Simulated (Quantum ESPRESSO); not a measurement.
Crystal: InSb3.

```xyz
4
Lattice="4.8064 0.0000 0.0000 0.0000 4.8064 0.0000 0.0000 0.0000 4.8064" Properties=species:S:1:pos:R:3 pbc="T T T"
Sb    2.4032    2.4032    0.0000
Sb    0.0000    2.4032    2.4032
Sb    2.4032    0.0000    2.4032
In    0.0000    0.0000    0.0000
```

The cell comes from a database or a generator and needn't be the stable form of this composition.

Base run:

| Item | Value |
| --- | --- |
| Program | Quantum ESPRESSO 7.5 |
| Functional | PBEsol |
| Potentials or basis | GBRV 1.5 PBEsol |
| Cutoff | 762 eV |
| Density cutoff | 6095 eV |
| k mesh | 6 × 6 × 6 |
| Occupations | fermi-dirac, width 0.05 eV |
| Spin | no spin polarisation |

Its results: band gap on the k mesh none (metal or under the smearing width); pressure -2.7 GPa.

Q: The run is repeated on the same cell with these changes: functional from PBEsol to LDA; potentials or basis from GBRV 1.5 PBEsol to GBRV 1.5 LDA. What comes out?

A: Band gap on the k mesh none (metal or under the smearing width); pressure -3.8 GPa.

Caveats: spin-orbit coupling is left out, which moves the levels of the heavy elements (some runs).
